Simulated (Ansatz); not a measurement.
# BaSi3 (AuCu3 type): other levels of theory at one geometry

Task: rerun one cell of BaSi3 (AuCu3 type) with changes to the functional and spin–orbit coupling, and weigh what each level gives against its time. The cell was built by placing the elements on the sites of a structure type; the runs don't test whether it is the stable form.

Method: DFT at several levels, plane waves, PAW, in Ansatz 0.2.0.

2 further runs of the same task are left out: 2 that didn't finish.

## Step 1: The system as given

It takes space group Pm-3m (No. 221, cubic). Conventional cell: a = 4.487 Å, b = 4.487 Å, c = 4.487 Å, α = 90.00°, β = 90.00°, γ = 90.00°. Around Ba (site symmetry m-3m) lie 12 Si at 3.17 Å. Around Si (site symmetry 4/mmm) lie 4 Ba at 3.17 Å and 8 Si at 3.17 Å.

As a file:

```
CELL_PARAMETERS angstrom
4.48722 0.00000 0.00000
0.00000 4.48722 0.00000
0.00000 0.00000 4.48722
ATOMIC_POSITIONS crystal
Ba 0.00000 0.00000 0.00000
Si 0.00000 0.50000 0.50000
Si 0.50000 0.50000 0.00000
Si 0.50000 0.00000 0.50000
```

An earlier run at PBE left this cell at 22.588 Å³/atom and 0.00 GPa (8×8×8 mesh), a metal on this mesh.

Levels to run: PBE+SOC; r²SCAN; PBEsol; LDA. Hardware: 2 threads of Arm Neoverse V2, shared host.

## Step 2: PBE+SOC

The input, input.yaml:

```yaml
crystal:
  lattice:
    - [4.4872196948, 0.0, 0.0]
    - [0.0, 4.4872196948, 0.0]
    - [0.0, 0.0, 4.4872196948]
  atoms:
    - { symbol: Ba, position: [0.0, 0.0, 0.0] }
    - { symbol: Si, position: [0.0, 0.5, 0.5] }
    - { symbol: Si, position: [0.5, 0.5, 0.0] }
    - { symbol: Si, position: [0.5, 0.0, 0.5] }
basis:
  ecutwfc: 420
  ecutrho_ratio: 4
kpoints:
  mp_grid: { grid: [8, 8, 8] }
hamiltonian:
  xc: pbe
scf:
  occupations: { method: gaussian, width: 0.05 }
output:
  forces: true
  stress: true
  eigenvalues: true
  populations: true
  dos: { projected: true, de: 0.02 }
  write_density: true
  write_potential: true
  elf: true
  volumetric_format: npy
magnetization:
  noncollinear: true
  spin_orbit: true
```

Command:

```sh
ansatz run input.yaml --threads 2 --pin off --max-ram 2662MiB --backend cpu --events-out ev --progress --plain --runs-dir out
```

The runs that follow: r²SCAN; PBEsol; LDA.

Q: Predict the outcome of this session. Wanted: for each run, pressure.

As calculated:

| level | mesh | gap on the mesh (eV) | pressure (GPa) | time |
| --- | --- | --- | --- | --- |
| PBE | 8×8×8 | metal | 0.0 | 11 s* |
| LDA | 8×8×8 | metal | -3.5 | 1.8 s |
| PBEsol | 8×8×8 | metal | -2.6 | 1.7 s |
| PBE+SOC | 8×8×8 | metal | 0.0 | 12 s* |
| r²SCAN | 8×8×8 | metal | 1.0 | 4.8 s |

Times are on 2 threads of Arm Neoverse V2, shared host. * Includes bands or densities of states.

The pressure runs from -3.5 GPa (LDA) to 1.0 GPa (r²SCAN); a negative pressure means that level wants a smaller cell, a positive one a larger cell. Every level gives a metal. Total energies of different levels have different zeros and can't be compared.
